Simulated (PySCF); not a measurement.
# Cl6Sm ([SmCl6]3-): the cost of one run

Computed with PySCF 2.14.0 and routines of our own; the level stands in each step. Atoms count from 0.

## 1. The system as given

7 atoms, charge -3, states of the metal's open shell are computed; geometry from: model geometry, bond lengths from ionic radii.

## 2. Ligand-field states: state-averaged CASSCF in water

Job settings and geometry (Å):

```
{"job": {"kind": "lf", "basis": {"metal": "x2c-TZVPall", "ligand": "x2c-SVPall"}, "nevpt": false, "solvent": "water", "roots": {"6": 21, "4": 128, "2": 130}}, "charge": -3, "metal": "Sm", "open_shell": "f5"}
Sm     0.000000     0.000000     0.000000
Cl     0.000000     0.000000     2.668000
Cl     0.000000     0.000000    -2.668000
Cl     2.668000     0.000000     0.000000
Cl    -2.668000     0.000000     0.000000
Cl     0.000000     2.668000     0.000000
Cl    -0.000000    -2.668000     0.000000
```

Method: state-averaged CASSCF of the metal f shell, state-interaction spin-orbit coupling.

The run is started by

```
> OMP_NUM_THREADS=1 python lf_run.py task.json out
```

This one command runs all jobs of the session in turn.

**Question.** How long does this first job take on 1 thread of Arm Neoverse V1, shared host, and how much memory does it need?

About 56 s, with a peak of 0.7 GiB.
